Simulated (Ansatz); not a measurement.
**H8InNSi2: a ladder of functionals and wavefunction methods**

One table from this session's results is given with a row withheld; the runs are named, their logs left out.

Method: functionals in def2-TZVPP, the program's frozen cores in correlated methods; program: Ansatz 0.2.0, Gaussian basis.

Levels to be run: LDA (SPW92), PBE-D4, revPBE-D4, BLYP-D4, r2SCAN-D4, B97M-V, PBE0-D4, B3LYP-D4, r2SCANh-D4, r2SCAN0-D4, HSE06-D4, BHLYP-D4, CAM-B3LYP-D4, LC-ωPBE, ωB97X-V, ωB97M-V, B2PLYP, PBE-QIDH; CCSD(T)/def2-SVP; CCSD(T)/def2-TZVPP; MP2/def2-QZVPP; extrapolation to the limit; RPA on PBE.

## Structure used throughout

An earlier PBE0-D4 in a triple-zeta def2 set relaxation fixed the geometry. In takes the def2 core potential; no spin-orbit term is included.

12 atoms, charge 0, spin multiplicity 1.

Atoms are counted from 1 here; the program's logs count them from 0.

Bond lengths: Si1–N2 1.727 Å, Si1–H5 1.488 Å, Si1–H6 1.491 Å, Si1–H7 1.491 Å, N2–Si3 1.727 Å, N2–In4 2.062 Å, Si3–H8 1.491 Å, Si3–H9 1.491 Å, Si3–H10 1.488 Å, In4–H11 1.708 Å, In4–H12 1.708 Å. Angles: N2–Si1–H5 109.4°, N2–Si1–H6 111.6°, N2–Si1–H7 111.7°, H5–Si1–H6 108.5°, H5–Si1–H7 108.4°, H6–Si1–H7 107.1°, Si1–N2–Si3 119.7°, Si1–N2–In4 120.2°, Si3–N2–In4 120.2°, N2–Si3–H8 111.6°, N2–Si3–H9 111.7°, N2–Si3–H10 109.3°, H8–Si3–H9 107.1°, H8–Si3–H10 108.5°, H9–Si3–H10 108.5°, N2–In4–H11 113.4°, N2–In4–H12 113.4°, H11–In4–H12 133.3°.

Geometry (Å):

```xyz
12
H8InNSi2
Si   -0.2994    1.3626   -0.9499
N    -0.0234   -0.0719   -0.0288
Si    0.7451    0.0365    1.5139
In   -0.6069   -1.9064   -0.7688
H    -0.9891    1.0080   -2.2200
H    -1.1479    2.3380   -0.2066
H     0.9773    2.0571   -1.2842
H    -0.0272    0.9003    2.4527
H     2.1144    0.6179    1.4083
H     0.8554   -1.3241    2.1066
H    -1.3558   -1.8122   -2.3007
H    -0.2425   -3.2059    0.2775
```

Set-up of the first run:

Contents of in.yaml:

```yaml
crystal:
  periodic: [false, false, false]
  atoms:
    - {symbol: Si, position_ang: [-0.299397, 1.362635, -0.949854]}
    - {symbol: N, position_ang: [-0.023441, -0.071855, -0.028765]}
    - {symbol: Si, position_ang: [0.745113, 0.036531, 1.513926]}
    - {symbol: In, position_ang: [-0.606899, -1.906447, -0.768840]}
    - {symbol: H, position_ang: [-0.989097, 1.008021, -2.220036]}
    - {symbol: H, position_ang: [-1.147917, 2.338043, -0.206620]}
    - {symbol: H, position_ang: [0.977345, 2.057106, -1.284181]}
    - {symbol: H, position_ang: [-0.027226, 0.900321, 2.452661]}
    - {symbol: H, position_ang: [2.114408, 0.617923, 1.408311]}
    - {symbol: H, position_ang: [0.855350, -1.324130, 2.106599]}
    - {symbol: H, position_ang: [-1.355796, -1.812218, -2.300668]}
    - {symbol: H, position_ang: [-0.242453, -3.205910, 0.277476]}
basis:
  gaussian: {orbitals: def2-TZVPP}
hamiltonian: {xc: lda}
output: {orbitals: {seedname: orbitals}}
```

Started as:

```console
> ansatz run in.yaml --threads 4 --pin off --events-out ev --progress --plain --max-ram 10444MiB
```

Among the steps run: LDA; PBE-D4 (GGA); revPBE-D4 (GGA); BLYP-D4 (GGA); r2SCAN-D4 (meta-GGA); B97M-V (meta-GGA); PBE0-D4 (hybrid); B3LYP-D4 (hybrid); r2SCANh-D4 (hybrid); r2SCAN0-D4 (hybrid); HSE06-D4 (hybrid); BHLYP-D4 (hybrid); CAM-B3LYP-D4 (range-separated); LC-ωPBE (range-separated); ωB97X-V (range-separated); ωB97M-V (range-separated); B2PLYP (double hybrid); PBE-QIDH (double hybrid).

One of the session's tables, all rows but one given; the rest of the session is left out.

It belongs to the step «Orbital energies across the functionals». 

```
  functional  HOMO (eV)  LUMO (eV)  gap (eV)
 LDA (SPW92)      -6.36      -2.68      3.68
      PBE-D4      -6.24      -2.44      3.80
   revPBE-D4      -6.19      -2.33      3.86
     BLYP-D4      -6.12      -2.40      3.72
   r2SCAN-D4      -6.50      -2.17      4.33
      B97M-V      -6.66      -2.51      4.15
     PBE0-D4      -7.44      -1.72      5.72
    B3LYP-D4      -7.24      -2.00      5.24
  r2SCANh-D4      -6.95      -1.92      5.02
  r2SCAN0-D4      -7.63      -1.56      6.06
    HSE06-D4      -7.04      -2.08      4.96
    BHLYP-D4          ?          ?         ?
CAM-B3LYP-D4      -8.77      -0.94      7.83
     LC-ωPBE     -10.10       0.14     10.24
     ωB97X-V      -9.78       0.00      9.78
     ωB97M-V      -9.68      -0.31      9.38
```

Q: Estimate the row for BHLYP-D4 from the others.

Worked estimate for «HOMO (eV)». Against the share of exact exchange, BLYP-D4 (0, -6.12), B3LYP-D4 (0.2, -7.24) give a slope of -5.60 per unit share; at 0.5 the line stands at -8.92.

**Answer.** HOMO (eV): -8.58; LUMO (eV): -1.10; gap (eV): 7.49. In «HOMO (eV)» the line misses by -0.34.
